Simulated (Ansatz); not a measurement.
**CH3ClFIn (SMILES [CH3][In]([F])[Cl]) at wB97X/def2-SVP (core potential)**

Aim: the vertical ionisation energy of CH3ClFIn at wB97X/def2-SVP (core potential), from 2 runs. 

The calculation is run with Ansatz 0.2.0.

118 further runs of the same task are left out: 1 that didn't finish, 117 set aside as unsound or not needed. Runs told in other sessions of the task aren't counted.

**1. The structure to begin with**

CH3ClFIn has 7 atoms, charge 0, and is taken as a singlet. SMILES: `[CH3][In]([F])[Cl]`. The shape is that of a PBE0-D4/def2-TZVP optimisation.

Bond lengths: C1–In2 2.122 Å, In2–F3 1.947 Å, In2–Cl4 2.316 Å, C1–H5 1.089 Å, C1–H6 1.090 Å, C1–H7 1.088 Å. Angles: C1–In2–F3 121.8°, C1–In2–Cl4 129.4°, F3–In2–Cl4 108.8°, In2–C1–H5 109.1°, In2–C1–H6 108.9°, In2–C1–H7 109.1°, H5–C1–H6 109.2°, H5–C1–H7 110.4°, H6–C1–H7 110.2°.

**2. A single-point energy at wB97X/def2-SVP (core potential)**

The input, molecule.yaml:

```yaml
basis:
  gaussian:
    orbitals: def2-SVP
crystal:
  periodic: [false, false, false]
  atoms:
    - symbol: C
      position_ang: [-0.390800, 0.951400, 0.427300]
    - symbol: In
      position_ang: [0.391000, -0.846100, -0.384300]
    - symbol: F
      position_ang: [2.306000, -1.125500, -0.600500]
    - symbol: Cl
      position_ang: [-0.728400, -2.728700, -1.135500]
    - symbol: H
      position_ang: [-1.112900, 1.373000, -0.270800]
    - symbol: H
      position_ang: [-0.891300, 0.725700, 1.368500]
    - symbol: H
      position_ang: [0.426300, 1.650400, 0.595200]
magnetization:
  spin_polarized: false
hamiltonian:
  xc: {name: wB97X}
accuracy: high
output:
  orbitals: {seedname: orbitals}
```

Launch:

```
ansatz run molecule.yaml --threads 1 --pin off --max-ram 3480MiB --events-out events.jsonl --progress --plain --runs-dir runs
```

The program printed:

```text
Warning: RAYON_NUM_THREADS=1 ignored (pool sized by the plan → 1); use --threads N
Functional definition: wB97X
  name "wB97X"
  parameter omega = 0.3/bohr
  parameter cx = 0.157706
  parameter cx1 = 0.726479
  parameter cx2 = 1.04760
  parameter cx3 = -5.70635
  parameter cx4 = 13.2794
  parameter css1 = -4.33879
  parameter css2 = 18.2308
  parameter css3 = -31.7430
  parameter css4 = 17.2901
  parameter cos1 = 2.37031
  parameter cos2 = -11.3995
  parameter cos3 = 6.58405
  parameter cos4 = -3.78132
  exchange = spin_sum(e_x_unif_sr(omega)*poly(b97_u_x, 1 - cx, cx1, cx2, cx3, cx4)) + cx*exact_x_sr(omega)
      + exact_x_lr(omega)
  correlation = spin_sum(e_c_pw_same_spin*poly(b97_u_same, 1, css1, css2, css3, css4))
      + integral(e_c_pw_opposite_spin*poly(b97_u_opposite, 1, cos1, cos2, cos3, cos4))
1981 factors; integrals over basis functions are off by at most 3.3e-9 eV
384 factors; integrals over basis functions are off by at most 2.4e-9 eV
mean field evaluation 1: about -21490.1002 eV, gradient 4.7e1 eV
mean field evaluation 2: about -21489.5409 eV, gradient 5.6e1 eV
mean field evaluation 4: about -21494.5782 eV, gradient 1.5e0 eV
mean field evaluation 8: about -21494.6430 eV, gradient 4.9e-2 eV
mean field evaluation 16: about -21494.6430 eV, gradient 3.1e-5 eV
mean field -21494.64303422 eV, -789.9135619153 hartree, gradient 3.1e-8 eV, S^2 0.000000; 0 other end points of the search recorded, 0 dependent functions left out
reference -21494.64303014 eV, -789.9135617652 hartree; 28, 28 occupied and 59, 59 virtual orbitals, 1981 factors
Total energy: -21494.64303014 eV, -789.9135617652 hartree
```

Wall time 27 s (1 thread of Arm Neoverse V2, shared host); peak memory 0.56 GiB.

**3. The doublet cation**

The input, input.yaml:

```yaml
basis:
  gaussian:
    orbitals: def2-SVP
crystal:
  periodic: [false, false, false]
  atoms:
    - {symbol: C, position_ang: [-0.390800, 0.951400, 0.427300]}
    - {symbol: In, position_ang: [0.391000, -0.846100, -0.384300]}
    - {symbol: F, position_ang: [2.306000, -1.125500, -0.600500]}
    - {symbol: Cl, position_ang: [-0.728400, -2.728700, -1.135500]}
    - {symbol: H, position_ang: [-1.112900, 1.373000, -0.270800]}
    - {symbol: H, position_ang: [-0.891300, 0.725700, 1.368500]}
    - {symbol: H, position_ang: [0.426300, 1.650400, 0.595200]}
total_charge: 1
magnetization:
  spin_polarized: true
  initial_magnetization: 1
hamiltonian:
  xc: {name: wB97X}
accuracy: high
output: {orbitals: {seedname: orbitals}}
```

Launch:

```
ansatz run input.yaml --threads 1 --pin off --max-ram 3480MiB --events-out events.jsonl --progress --plain --runs-dir runs
```

The program printed (excerpt; [...] marks lines left out):

```text
Warning: RAYON_NUM_THREADS=1 ignored (pool sized by the plan → 1); use --threads N
Functional definition: wB97X
  name "wB97X"
[...]
      + exact_x_lr(omega)
[...]
      + integral(e_c_pw_opposite_spin*poly(b97_u_opposite, 1, cos1, cos2, cos3, cos4))
1981 factors; integrals over basis functions are off by at most 3.3e-9 eV
383 factors; integrals over basis functions are off by at most 2.8e-9 eV
[...]
mean field -21483.50490906 eV, -789.5042433654 hartree, gradient 6.1e-8 eV, S^2 0.778133; 6 other end points of the search recorded, 0 dependent functions left out
reference -21483.50490493 eV, -789.5042432134 hartree; 28, 27 occupied and 59, 60 virtual orbitals, 1981 factors
Total energy: -21483.50490493 eV, -789.5042432134 hartree
```

It took 2.2 min on 1 thread of Arm Neoverse V2, shared host; peak memory 0.97 GiB.

**4. Results**

Level: wB97X/def2-SVP (core potential).

```
                                          quantity          value
                    singlet CH3ClFIn: total energy  -789.91356 Eh
                     singlet CH3ClFIn: HOMO energy      -10.93 eV
                     singlet CH3ClFIn: LUMO energy        0.66 eV
                   singlet CH3ClFIn: HOMO–LUMO gap       11.59 eV
                      doublet cation: total energy  -789.50424 Eh
doublet cation: HOMO energy (highest over α and β)      -16.81 eV
 doublet cation: LUMO energy (lowest over α and β)      -11.28 eV
                              doublet cation: ⟨S²⟩          0.778
vertical ionisation energy (to the doublet cation)      11.138 eV
```

**Reading.** The vertical ionisation energy comes to 11.14 eV (257 kcal/mol). The negative HOMO energy of the first species, 10.93 eV, lies 0.21 eV below that difference.
